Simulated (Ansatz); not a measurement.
# CH₃GaO₂: a ladder of functionals and wavefunction methods

Aim: compute CH₃GaO₂ with functionals from several rungs and with coupled cluster, and see how far each lands from CCSD(T) at the basis-set limit for the atomisation energy.

Computed with Ansatz 0.2.0, Gaussian basis. Level: functionals in def2-TZVPP, the program's frozen cores in correlated methods.

Levels to be run: LDA (SPW92), PBE-D4, revPBE-D4, BLYP-D4, r2SCAN-D4, B97M-V, PBE0-D4, B3LYP-D4, r2SCANh-D4, r2SCAN0-D4, HSE06-D4, BHLYP-D4, CAM-B3LYP-D4, LC-ωPBE, ωB97X-V, ωB97M-V, B2PLYP, PBE-QIDH; CCSD(T)/def2-SVP; CCSD(T)/def2-TZVPP; MP2/def2-QZVPP; extrapolation to the limit; RPA on PBE.

### Step 1. The geometry

All runs share one geometry, relaxed beforehand with PBE0-D4 in a triple-zeta def2 set.

7 atoms, charge 0, spin multiplicity 1.

Atoms are counted from 1 here; the program's logs count them from 0.

Bond lengths: O1–Ga2 1.817 Å, O1–H5 0.960 Å, C3–O4 1.201 Å, C3–H6 1.106 Å, C3–H7 1.105 Å. Angles: Ga2–O1–H5 119.3°, O4–C3–H6 121.7°, O4–C3–H7 121.3°, H6–C3–H7 117.0°.

### Step 2. LDA

This LDA is Slater exchange with PW92 correlation.

Contents of in.yaml:

```yaml
crystal:
  periodic: [false, false, false]
  atoms:
    - {symbol: O, position_ang: [-2.091127, 0.770236, -1.432681]}
    - {symbol: Ga, position_ang: [-1.201869, 1.546423, -0.050997]}
    - {symbol: C, position_ang: [1.296066, -0.574460, 0.807847]}
    - {symbol: O, position_ang: [0.439542, -0.612035, -0.032567]}
    - {symbol: H, position_ang: [-1.797768, -0.082787, -1.760136]}
    - {symbol: H, position_ang: [1.388474, 0.279147, 1.504515]}
    - {symbol: H, position_ang: [2.027983, -1.394424, 0.918218]}
basis:
  gaussian: {orbitals: def2-TZVPP}
hamiltonian: {xc: lda}
output: {orbitals: {seedname: orbitals}}
```

Started as:

```bash
> ansatz run in.yaml --threads 2 --pin off --events-out ev --progress --plain --max-ram 4352MiB
```

The runs that follow: PBE-D4 (GGA); revPBE-D4 (GGA); BLYP-D4 (GGA); r2SCAN-D4 (meta-GGA); B97M-V (meta-GGA); B3LYP-D4 (hybrid); r2SCANh-D4 (hybrid); r2SCAN0-D4 (hybrid); HSE06-D4 (hybrid); BHLYP-D4 (hybrid); CAM-B3LYP-D4 (range-separated); LC-ωPBE (range-separated); ωB97X-V (range-separated); ωB97M-V (range-separated); B2PLYP (double hybrid); PBE-QIDH (double hybrid); CCSD(T) in def2-SVP; CCSD(T) in def2-TZVPP; MP2 in def2-QZVPP; RPA on PBE orbitals.

Before running them: what should the planned runs give, taken together? Wanted: atomisation energy, CCSD(T)/CBS; farthest beyond LDA; mean size of error, GGA; mean size of error, meta-GGA; mean size of error, hybrid; mean size of error, range-separated; mean size of error, double hybrid; gap, smallest and largest; T1 diagnostic.

As calculated:

```
                               quantity                                                                            value
        atomisation energy, CCSD(T)/CBS                                                                        26.040 eV
    functionals within 0.260 eV (1.0 %)  revPBE-D4, BLYP-D4, r2SCAN-D4, B97M-V, B3LYP-D4, CAM-B3LYP-D4, ωB97X-V, ωB97M-V
                    farthest beyond LDA                                                             BHLYP-D4 (-1.529 eV)
                mean size of error, GGA                                                                         0.335 eV
           mean size of error, meta-GGA                                                                         0.191 eV
             mean size of error, hybrid                                                                         0.651 eV
    mean size of error, range-separated                                                                         0.187 eV
      mean size of error, double hybrid                                                                         0.493 eV
              gap, smallest and largest                                         2.04 eV (LDA (SPW92)), 9.46 eV (LC-ωPBE)
                          T1 diagnostic                                                                           0.0162
triples share of the correlation energy                                                                            3.9 %
```

In words: The LDA atomisation energy is off by 4.227 eV (16 %): it overbinds. PBE-D4 misses by +0.644 eV. Double hybrids carry the basis error of their MP2 part in triple zeta, and no dispersion term here, so their miss is partly the set-up's. The rungs range-separated, meta-GGA miss on average by less than the doubt on the reference (0.260 eV), so they tie. Misses under about 0.260 eV are within the doubt on the reference itself, which lacks core-valence correlation, relativity and higher excitations, and its outer-core shells are covered unevenly. Hartree-Fock recovers 67 % of the binding; the rest is correlation. CCSD(T) in def2-SVP is off by -1.618 eV, more than most functionals: a good method in a small basis is no reference. Orbital gaps span 2.0 to 9.5 eV; exact exchange widens them. Correlated methods include outer-core shells of Ga, which these sets cover unevenly.
